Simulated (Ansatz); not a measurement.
# W3N4: the cost of one run

Program: Ansatz 0.2.0. Level of theory: DFT LDA+U (U = 8 eV, J = 0.9 eV on W d), plane waves, PAW, no spin–orbit coupling unless a run says so. These are calculated values, not measurements.

5 further runs of the same task are left out: 5 that didn't finish. Runs told in other sessions of the task aren't counted.

### 1 Starting point

The structure is cubic, space group Pm-3m (No. 221). Conventional cell: a = 4.122 Å, b = 4.122 Å, c = 4.122 Å, α = 90.00°, β = 90.00°, γ = 90.00°. W (site symmetry 4/mmm) is surrounded by 6 N at 2.06 Å. N (site symmetry m-3m) is surrounded by 6 W at 2.06 Å. Around N (site symmetry 4/mmm) lie 4 W at 2.06 Å.

As a file:

```
CELL_PARAMETERS angstrom
4.12200 0.00000 0.00000
0.00000 4.12200 0.00000
0.00000 0.00000 4.12200
ATOMIC_POSITIONS crystal
W 0.50000 0.50000 0.00000
W 0.00000 0.50000 0.50000
W 0.50000 0.00000 0.50000
N 0.50000 0.50000 0.50000
N 0.50000 0.00000 0.00000
N 0.00000 0.50000 0.00000
N 0.00000 0.00000 0.50000
```

An earlier series on this cell reached its lowest free state from «ferromagnetic start, free, natural orbitals of the symmetric run filled by rank», perhaps among other starts.

### 2 Total moment locked, 5.40 μB per cell

Contents of input.yaml:

```yaml
crystal:
  lattice:
    - [4.12199953, 0.0, 0.0]
    - [0.0, 4.12199953, 0.0]
    - [0.0, 0.0, 4.12199953]
  atoms:
    - { symbol: W, position: [0.5, 0.5, 0.0], spin: 1.8 }
    - { symbol: W, position: [0.0, 0.5, 0.5], spin: 1.8 }
    - { symbol: W, position: [0.5, 0.0, 0.5], spin: 1.8 }
    - { symbol: "N", position: [0.5, 0.5, 0.5] }
    - { symbol: "N", position: [0.5, 0.0, 0.0] }
    - { symbol: "N", position: [0.0, 0.5, 0.0] }
    - { symbol: "N", position: [0.0, 0.0, 0.5] }
basis:
  ecutwfc: 420
  ecutrho_ratio: 4
kpoints:
  mp_grid: { grid: [5, 5, 5] }
hamiltonian:
  xc: lda
  hubbard:
    sites:
      - { site: 0, l: d, u: 8.0, j: 0.9, starting_ns: [{ spin: up, occupation_matrix: s0up }, { spin: down, occupation_matrix: s0down }] }
      - { site: 1, l: d, u: 8.0, j: 0.9, starting_ns: [{ spin: up, occupation_matrix: s1up }, { spin: down, occupation_matrix: s1down }] }
      - { site: 2, l: d, u: 8.0, j: 0.9, starting_ns: [{ spin: up, occupation_matrix: s2up }, { spin: down, occupation_matrix: s2down }] }
    occupation_matrices:
      s0up:
        matrix:
          - [0.02, 0.0, 0.0, 0.0, 0.0]
          - [0.0, 0.97, 0.0, 0.0, 0.0]
          - [0.0, 0.0, 0.97, 0.0, 0.0]
          - [0.0, 0.0, 0.0, 0.02, 0.0]
          - [0.0, 0.0, 0.0, 0.0, 0.02]
      s0down:
        matrix:
          - [0.02, 0.0, 0.0, 0.0, 0.0]
          - [0.0, 0.02, 0.0, 0.0, 0.0]
          - [0.0, 0.0, 0.02, 0.0, 0.0]
          - [0.0, 0.0, 0.0, 0.02, 0.0]
          - [0.0, 0.0, 0.0, 0.0, 0.02]
      s1up:
        matrix:
          - [0.74091, 0.0, 0.0, 0.40639, 0.0]
          - [0.0, 0.02, 0.0, 0.0, 0.0]
          - [0.0, 0.0, 0.97, 0.0, 0.0]
          - [0.40639, 0.0, 0.0, 0.24909, 0.0]
          - [0.0, 0.0, 0.0, 0.0, 0.02]
      s1down:
        matrix:
          - [0.02, 0.0, 0.0, 0.0, 0.0]
          - [0.0, 0.02, 0.0, 0.0, 0.0]
          - [0.0, 0.0, 0.02, 0.0, 0.0]
          - [0.0, 0.0, 0.0, 0.02, 0.0]
          - [0.0, 0.0, 0.0, 0.0, 0.02]
      s2up:
        matrix:
          - [0.02, 0.0, 0.0, 0.0, 0.0]
          - [0.0, 0.97, 0.0, 0.0, 0.0]
          - [0.0, 0.0, 0.02, 0.0, 0.0]
          - [0.0, 0.0, 0.0, 0.02, 0.0]
          - [0.0, 0.0, 0.0, 0.0, 0.97]
      s2down:
        matrix:
          - [0.02, 0.0, 0.0, 0.0, 0.0]
          - [0.0, 0.02, 0.0, 0.0, 0.0]
          - [0.0, 0.0, 0.02, 0.0, 0.0]
          - [0.0, 0.0, 0.0, 0.02, 0.0]
          - [0.0, 0.0, 0.0, 0.0, 0.02]
    ns_hold: { iters: 8 }
scf:
  occupations: { method: gaussian, width: 0.05 }
  lower_state_search: "off"
  max_iter: 150
output:
  forces: true
  stress: true
  eigenvalues: true
  populations: true
  hubbard: { sites: [{ site: 0, l: d }, { site: 1, l: d }, { site: 2, l: d }] }
magnetization:
  spin_polarized: true
  initial_magnetization: 5.4
  spin_locking: { lock_magnetization: hard }
```

The typed matrices put 0.97 on the chosen orbitals and 0.02 on the others, and are held for 8 cycles. The lock stays on to the end, so the result is a constrained state unless its moments die out.

Run with:

```console
$ ansatz run input.yaml --threads 4 --pin off --max-ram 6144MiB --backend cpu --events-out ev --progress --plain --runs-dir out
```

Q: Estimate wall time and peak memory on 4 threads of AMD EPYC 7R43 (Zen 3), shared host.

About 14 s, with a peak of 0.55 GiB.
